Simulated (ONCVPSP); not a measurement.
# An ONCV potential for Ga, from input to tests

Do these settings give a usable potential? It is generated, then checked for transferability, scattering, ghosts and hardness.

Method: ONCVPSP 4.0.1.1 (patched build), PBE, scalar-relativistic.

## Step 1: The design

Typed settings, in words:

```
element                 : gallium (Ga, Z = 31)
type                    : optimised norm-conserving Vanderbilt (ONCV)
frozen core             : [Ar]
valence charge          : 13
reference configuration : 3d10 4s1 (charge +2)
partial waves           : 4s: rc 1.80 bohr, ncon 4, nbas 8, qcut 3.4 1/bohr, 2 projectors, debl 2.6 Ha; p scattering state at 0.04 Ha: rc 1.80 bohr, ncon 3, nbas 6, qcut 5 1/bohr, 3 projectors, debl 2.8 Ha; 3d: rc 1.05 bohr, ncon 3, nbas 7, qcut 13.2 1/bohr, 2 projectors, debl 1.9 Ha
local potential         : polynomial inside 0.75 bohr (lpopt 5, dvloc0 -1 Ha)
core correction         : Teter function, fcfact 1.5, rcfact 1.8
```

The nodes and maxima of the atom's own shells, from an earlier all-electron run, set the scale for the radii.

All-electron outer shells of the reference configuration (PBE, scalar-relativistic, ld1.x):

```csv
shell,level (eV),outermost node (bohr),outermost maximum (bohr)
3p,-119.20,0.24,0.56
3d,-39.36,–,0.53
4s,-26.07,0.80,1.78
4p,-17.74,0.86,2.12
```

## Step 2: The generation run

The input, Ga.dat:

```
# ATOM AND REFERENCE CONFIGURATION
# atsym  z   nc   nv     iexc    psfile
  Ga 31.00    5    2        4      upf
#
#   n    l    f
    1    0    2.00
    2    0    2.00
    2    1    6.00
    3    0    2.00
    3    1    6.00
    3    2   10.00
    4    0    1.00
#
# PSEUDOPOTENTIAL AND OPTIMIZATION
# lmax
    2
#
#   l,   rc,      ep,       ncon, nbas, qcut
    0    1.80    0.00    4    8    3.40
    1    1.80    0.04    3    6    5.00
    2    1.05    0.00    3    7   13.20
#
# LOCAL POTENTIAL
# lloc, lpopt,  rc(5),   dvloc0
    4    5    0.75   -1.00
#
# VANDERBILT-KLEINMAN-BYLANDER PROJECTORs
# l, nproj, debl
    0    2    2.60
    1    3    2.80
    2    2    1.90
#
# MODEL CORE CHARGE
# icmod, fcfact, rcfact
    3    1.50    1.80
#
# LOG DERIVATIVE ANALYSIS
# epsh1, epsh2, depsh
   -3.00    5.00    0.02
#
# OUTPUT GRID
# rlmax, drl
    6.00    0.01
#
# TEST CONFIGURATIONS
# ncnf
    4
# nvcnf
#   n    l    f
    3
    3    2   10.00
    4    0    2.00
    4    1    1.00
#
    2
    3    2   10.00
    4    0    2.00
#
    2
    3    2   10.00
    4    0    0.00
#
    2
    3    2    9.00
    4    0    0.00
#
```

On the command line:

```console
$ oncvpsp.x < Ga.dat > Ga.out
```

What does the calculation give? Wanted: cutoffs for 1 and 0.1 mHa per electron, occupied waves; bound ghosts; GHOST(+) flags; largest test error; largest phase difference near zero energy, channels read; rms error of d²Exc/dn², without and with the model core; projector energies reset by the program.

As calculated:

| quantity | value |
| --- | --- |
| cutoffs for 1 and 0.1 mHa per electron, occupied waves | 76 Ha and 85 Ha |
| bound ghosts | s at -179.13 eV |
| GHOST(+) flags | p at 158 eV |
| largest test error (AE − PS) | +40 meV, for 3d10 4s2 4p1 |
| largest phase difference near zero energy, channels read | 0.000 rad |
| rms error of d²Exc/dn², without and with the model core | 9.17 and 3.95 mHa |
| projector energies reset by the program | p: 0.050, 2.850, 5.650 Ha |

It has a bound ghost (s), a state that the atom doesn't have, and that rules the file out. By total energies transferability is fair: the largest error is 40 meV on 26.8 eV, for 3d10 4s2 4p1. The potential is very hard: the looser tolerance needs 76 Ha. The 3d wave sets it; 4s needs 15 Ha. Near zero energy the phases of the channels with partial waves agree within 0.001 rad. The program also flags highly localised states, GHOST(+) (p). All of this concerns the isolated atom, not yet a solid.
